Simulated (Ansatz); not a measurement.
# C₂H₃InS: basis-set convergence

An exercise on one series of results from a longer session: the logs are not shown, and one member is left open.

Program: Ansatz 0.2.0, Gaussian basis. Level of theory: one geometry, several basis sets. These are calculated values, not measurements.

Plan: PBE0-D4/def2-SVP; ωB97M-V/def2-SVP; PBE0-D4/def2-QZVPP; ωB97M-V/def2-QZVPP; the functionals' def2-TZVPP values are taken from earlier runs.

## Structure used throughout

All runs share one geometry, relaxed beforehand with PBE0-D4 in a triple-zeta def2 set. In takes the def2 core potential; no spin-orbit term is included.

SMILES `C1=[CH][InH][S]1`, 7 atoms, charge 0, spin multiplicity 1.

Atoms are counted from 1 here; the program's logs count them from 0.

Bond lengths: C1–C2 1.341 Å, C1–S4 1.775 Å, C1–H5 1.090 Å, C2–In3 2.116 Å, C2–H6 1.083 Å, In3–S4 2.485 Å, In3–H7 1.698 Å. Angles: C2–C1–S4 119.2°, C2–C1–H5 124.3°, S4–C1–H5 116.5°, C1–C2–In3 95.9°, C1–C2–H6 124.6°, In3–C2–H6 139.5°, C2–In3–S4 71.2°, C2–In3–H7 156.9°, S4–In3–H7 131.9°, C1–S4–In3 73.7°.

The first run:

File in.yaml:

```yaml
crystal:
  periodic: [false, false, false]
  atoms:
    - {symbol: C, position_ang: [-0.916217, 0.555408, -0.365904]}
    - {symbol: C, position_ang: [-0.038610, 0.682155, 0.639510]}
    - {symbol: In, position_ang: [1.125059, -1.008064, 0.124941]}
    - {symbol: S, position_ang: [-0.730458, -0.785755, -1.513039]}
    - {symbol: H, position_ang: [-1.755984, 1.229244, -0.537014]}
    - {symbol: H, position_ang: [-0.069097, 1.465017, 1.387421]}
    - {symbol: H, position_ang: [2.385308, -2.138014, 0.264094]}
basis:
  gaussian: {orbitals: def2-SVP}
hamiltonian: {xc: pbe0, dispersion: d4}
output: {orbitals: {seedname: orbitals}}
```

Run with:

```
$ ansatz run in.yaml --threads 2 --pin off --events-out ev --progress --plain --max-ram 4352MiB
```

Among the steps run: PBE0-D4 in def2-SVP; ωB97M-V in def2-SVP; PBE0-D4 in def2-QZVPP; ωB97M-V in def2-QZVPP.

One of the session's tables, all rows but one given; the rest of the session is left out.

It belongs to the step «Functionals by basis». 

```
functional       basis  HOMO (eV)  LUMO (eV)
   PBE0-D4    def2-SVP      -5.84      -1.89
   PBE0-D4  def2-TZVPP          ?          ?
   PBE0-D4  def2-QZVPP      -6.00      -1.98
   ωB97M-V    def2-SVP      -7.88      -0.24
   ωB97M-V  def2-TZVPP      -8.04      -0.38
   ωB97M-V  def2-QZVPP      -8.08      -0.43
```

Q: Estimate the row for PBE0-D4, def2-TZVPP from the others.

As computed: HOMO (eV): -5.97; LUMO (eV): -1.96. In the column «HOMO (eV)» it lies between PBE0-D4, def2-QZVPP (-6.00) and PBE0-D4, def2-SVP (-5.84).
